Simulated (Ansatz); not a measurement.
ClGeHO, SMILES [OH][Ge][Cl], a relaxed scan of one distance

Run with the Ansatz DFT code, driven from Python.

The script, `run_relaxed_scan.py`:
```python
# -*- coding: utf-8 -*-
"""One bond of ClGeHO held at set lengths while the rest relaxes."""

import ansatz as az
import numpy as np

BASIS_SET = "def2-SVP"
XC = "hf"


def main():
    system = (
        az.Crystal.molecule()
        .atom("O", (-0.8652, 0.3087, -0.7016))
        .atom("Ge", (-0.429, -0.414, 0.8274))
        .atom("Cl", (1.5884, -1.101, 0.6618))
        .atom("H", (-0.2386, 1.1461, -0.8078))
    )

    base = system.calculation()
    base = base.basis(gaussian=BASIS_SET)
    base = base.functional(XC)
    symbols = [site.symbol for site in system.cartesian_sites]
    pairs = [(0, 1), (0, 3), (1, 2)]
    print("held (A)   E (eV)        ", "  ".join(f"{symbols[i]}{i}-{symbols[j]}{j}" for i, j in pairs))
    for length in [0.97, 1.05, 1.14, 1.26, 1.42]:
        report = base.relax(constraints=[az.DistanceConstraint((0, 3), at=length)], force_tolerance=0.02, max_steps=60).run().report
        xyz = np.array(report["positions_ang"])
        print(f"{length:6.2f} {report['free_energy_ev']:14.5f}  ", "  ".join(f"{np.linalg.norm(xyz[i] - xyz[j]):.3f}" for i, j in pairs))


if __name__ == "__main__":
    main()
```

Output of `python run_relaxed_scan.py`:
```text
held (A)   E (eV)         O0-Ge1  O0-H3  Ge1-Cl2
DeckWarning: relax.constraints: the input's atoms, or those drawn, lie off the distances that are held; a relaxation that starts there is brought onto them ahead of its first SCF, by positions alone, [...]
  0.97   -71019.28326   1.750  0.970  2.228
  1.05   -71019.04702   1.750  1.050  2.228
  1.14   -71018.55955   1.749  1.140  2.230
  1.26   -71017.74254   1.749  1.260  2.232
  1.42   -71016.58737   1.746  1.420  2.234
```
(Warnings from the package without file and line, shortened, repeats left out.)

Notes:
- Total energies depend on the basis set; only differences at equal settings carry meaning.
- The energies are electronic: no zero-point or thermal terms, and the basis set is short of its limit.
- Wall time of the script: 43 s on 1 thread of Arm Neoverse V2, on a shared host, peak memory 0.2 GiB.

(A comment or docstring line of the script was reworded after the run, the code is as it ran; lines on the test bed's own set-up are left out of the output.)
